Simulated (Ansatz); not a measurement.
# HfO₂ (singlet): geometry optimisation

Where does this start of HfO₂ (singlet) end when it is relaxed?

Computed with Ansatz 0.2.0, Gaussian basis. Level: RKS PBE0/def2-SVP.

## Step 1: Starting geometry

3 atoms, charge 0, spin multiplicity 1.

Atoms are counted from 1 here; the program's logs count them from 0.

Bond lengths: O1–Hf2 1.784 Å, Hf2–O3 1.784 Å. Angles: O1–Hf2–O3 112.5°.

The start is a generated structure. Sticks and bond lists go by distance. No spin-orbit coupling is included. Elements past krypton take def2 core potentials.

## Step 2: The run

in.yaml

```yaml
crystal:
  periodic: [false, false, false]
  atoms:
    - {symbol: O, position_ang: [0.694500, 1.285540, 0.417580]}
    - {symbol: Hf, position_ang: [0.334160, -0.459960, 0.337050]}
    - {symbol: O, position_ang: [-1.028660, -0.825580, -0.754630]}
basis:
  gaussian: {orbitals: def2-SVP}
hamiltonian: {xc: pbe0}
relax: {f_tol: 0.01, max_steps: 150}
```

Started as:

```console
$ ansatz run in.yaml --threads 1 --pin off --events-out ev --progress --plain --max-ram 24576MiB --backend cuda --devices 0, --max-vram 18GiB
```

**Question.** What will these runs give? Wanted: energy gained; shift from the start; total energy; dipole moment.

The runs gave:

| quantity | value |
| --- | --- |
| steps | 5 |
| energy gained | 0.033 eV |
| shift from the start (rms) | 0.053 Å |
| total energy | -5392.7552 eV |
| dipole moment | 7.94 D |

**Reading.** The bonds of the start are those of the end. O1–Hf2 went from 1.784 to 1.779 Å. No vibrations were run, so this is a stationary point, not a proven minimum, and this spin need not be the ground state's.
